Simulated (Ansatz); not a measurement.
# GeNH2 (quartet): from Hartree-Fock to the top rungs at distance Ge1–N2 = 2.397 Å, cc-pVDZ

One table from this session's results is given with a row withheld; the runs are named, their logs left out.

Program: Ansatz 0.2.0, Gaussian basis. Level of theory: cc-pVDZ, core rule «outside noble gas», up to 15 orbitals frozen. These are calculated values, not measurements.

To be run: UHF; CCSD(T) on ROHF; CCSD(T) on UHF; BCCD(T) on ROHF; CISD; CCSDT(Q) on ROHF; CCSDT(Q) on UHF; CASSCF and MRCISD+Q, 5 electrons in 5 orbitals; CASSCF and NEVPT2, 5 electrons in 5 orbitals; CASSCF and MRCISD+Q, 11 electrons in 10 orbitals; CASSCF and NEVPT2, 11 electrons in 10 orbitals.

32 further runs of the same task are left out: 4 for a known fault of the program, 3 for a mislabelled method, 17 that didn't finish, 8 set aside as unsound or not needed.

**What is computed**

The geometry derives from a PBE0/def2-TZVP stationary point (not a proven minimum). One bond is set to the value named and the two fragments are kept rigid. No spin-orbit coupling is included. The filled d shell of Ge may be among the frozen orbitals whatever the setting's name suggests; the logs give the count.

4 atoms, charge 0, spin multiplicity 4.

Atoms are counted from 1 here; the program's logs count them from 0.

Bond lengths: Ge1–H3 1.558 Å, N2–H4 1.027 Å.

Set-up of the first run:

The input, in.yaml:

```yaml
crystal:
  periodic: [false, false, false]
  atoms:
    - {symbol: Ge, position_ang: [0.005629, 0.053443, 0.400301]}
    - {symbol: N, position_ang: [-0.089571, -0.214885, -1.979730]}
    - {symbol: H, position_ang: [0.287566, -1.309260, 1.100347]}
    - {symbol: H, position_ang: [0.551455, 0.443894, -2.438112]}
basis:
  gaussian: {orbitals: cc-pVDZ}
magnetization: {spin_polarized: true, initial_magnetization: 3}
hamiltonian: {xc: hf}
output: {orbitals: {seedname: orbitals}}
```

Launch:

```
$ ansatz run in.yaml --threads 1 --pin off --events-out ev --progress --plain --max-ram 2393MiB
```

Among the steps run: UHF; CCSD(T) on ROHF; CCSD(T) on UHF; BCCD(T) on ROHF; CISD; CCSDT(Q) on ROHF; CCSDT(Q) on UHF; CASSCF and MRCISD+Q, 5 electrons in 5 orbitals; CASSCF and NEVPT2, 5 electrons in 5 orbitals; CASSCF and MRCISD+Q, 11 electrons in 10 orbitals; CASSCF and NEVPT2, 11 electrons in 10 orbitals.

One table of the session follows, with a row left open; its other results are not shown here.

```
          method  from UCCSDT(Q) (meV)
            ROHF               +6492.7
             UHF               +6096.9
            RMP2               +1426.4
            UMP2               +1356.7
            CISD                +744.5
           RCCSD                +221.3
           UCCSD                +210.1
        RCCSD(T)                 +68.7
        UCCSD(T)                 +62.3
         BCCD(T)                 +63.3
          RCCSDT                     ?
          UCCSDT                 +12.4
       RCCSDT(Q)                  +6.4
       UCCSDT(Q)                     0
  CASSCF valence               +4569.0
  NEVPT2 valence                +992.8
  MRCISD valence                +314.3
MRCISD+Q valence                 +23.8
```

Q: Estimate the row for RCCSDT from the others.

The run gave: from UCCSDT(Q) (meV): +18.9. In the column «from UCCSDT(Q) (meV)» it lies between UCCSDT (+12.4) and MRCISD+Q valence (+23.8).

Left out of the table: CASSCF pair, NEVPT2 pair, MRCISD pair, MRCISD+Q pair (the active space lost an orbital or holds another state than full CI finds).

Limits of these values: Restricted and unrestricted rows rest on different reference determinants; where their highest levels disagree by more than a few hundredths of an eV, they describe different states and don't form one ladder. Warnings in the runs' records: passed over end.
